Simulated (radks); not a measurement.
# Nuclear size and the levels of Ge⁺

One table from this session's results is given with a row withheld; the runs are named, their logs left out.

The numbers are computed with radks (a radial shooting solver on a logarithmic mesh, Libxc functionals) version 1 (Dirac Kohn-Sham, LDA (Slater exchange, Perdew-Wang correlation), spin-unpolarised, spherical densities, finite nucleus; open shells are shared between the two j in proportion to 2j + 1), except any that are marked as measured or tabulated.

### Starting point

| Quantity | Value |
| --- | --- |
| element | germanium (Z = 32) |
| charge | +1 |
| electrons | 31 |
| configuration | [Ar] 3d10 4s2 4p1 |
| nuclear rms radius | 4.0742 fm |

The outer shells:

Ge⁺
```
[Ar] core
3d [↑↓][↑↓][↑↓][↑↓][↑↓]
4s [↑↓]
4p [↑ ][  ][  ]
```

Set-up of the first run:

The run's settings:

```text
Z 32
configuration [Ar] 3d10 4s2 4p1 5s0 4d0
relativity Dirac
functional lda,pw
spin unpolarised
j_filling average
nucleus finite rms 4.0742 fm
c 137.035999084
```

Steps of the session up to this table: rms radius 4.0742 fm.

One of the session's tables, all rows but one given; the rest of the session is left out.

Radial moments (bohr):

```
level     <r>  outermost maximum (interpolated)  90 % within  nodes
3d3/2  0.7323                             0.500         1.24      0
3d5/2  0.7376                             0.503         1.25      0
4s1/2       ?                                 ?            ?      ?
4p1/2   2.508                              2.05         3.83      2
4p3/2   2.547                              2.09         3.88      2
5s1/2   5.462                              4.89         7.96      4
4d3/2   5.106                              4.08         8.00      1
4d5/2   5.122                              4.09         8.02      1
```

Estimate the missing values for 4s1/2.

**Answer.** <r>: 2.022; outermost maximum (interpolated): 1.70; 90 % within: 3.02; nodes: 3. In the column «<r>» it lies between 3d5/2 (0.7376) and 4p1/2 (2.508).
